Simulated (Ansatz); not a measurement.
# AlBAs2: the cost of one run

Method: DFT PBE, scalar-relativistic, plane waves, PAW, in Ansatz 0.2.0.

1 further run of the same task is left out (it didn't finish).

## Step 1: The structure to begin with

Symmetry: R-3m, No. 166, trigonal system. Conventional cell: a = 3.608 Å, b = 3.608 Å, c = 19.953 Å, α = 90.00°, β = 90.00°, γ = 120.00°. Al (site symmetry -3m) is surrounded by 2 As at 2.14 Å. B (site symmetry -3m) is surrounded by 6 As at 2.40 Å. Around As (site symmetry 3m) lie 1 Al at 2.14 Å and 3 B at 2.40 Å.

Coordinates:

```xyz
4
Lattice="1.8041 1.0416 6.6512 -1.8041 1.0416 6.6512 0.0000 -2.0832 6.6512" Properties=species:S:1:pos:R:3 pbc="T T T"
Al    0.0000    0.0000    0.0000
B     0.0000    0.0000    9.9767
As    0.0000    0.0000   17.8153
As    0.0000    0.0000    2.1382
```

The cell is invented: species swapped into a database cell of CuRhO2 (R-3m, No. 166), with Al on the Cu sites, B on the Rh sites and As on the O sites. The dimensions are guesses.

## Step 2: A first look at the guess

input.yaml

```yaml
crystal:
  lattice:
    - [1.80408357, 1.04158814, 6.65115697]
    - [-1.80408357, 1.04158814, 6.65115697]
    - [0.0, -2.08317627, 6.65115697]
  atoms:
    - { symbol: Al, position: [0.0, 0.0, 0.0] }
    - { symbol: B, position: [0.5, 0.5, 0.5] }
    - { symbol: As, position: [0.89284098, 0.89284098, 0.89284098] }
    - { symbol: As, position: [0.10715902, 0.10715902, 0.10715902] }
basis:
  ecutwfc: 420
kpoints:
  mp_grid: { grid: [6, 6, 6] }
hamiltonian:
  xc: pbe
scf:
  occupations: { method: gaussian, width: 0.1 }
  lower_state_search: "off"
output:
  forces: true
  stress: true
  eigenvalues: true
```

The run is started by

```
$ ansatz run input.yaml --threads 1 --pin off --max-ram 2048MiB --backend cpu --events-out ev --progress --plain --runs-dir out
```

**Question.** How long does this run take on 1 thread of Arm Neoverse V2, shared host, and how much memory does it need?

About 3 s, with a peak of 0.34 GiB.
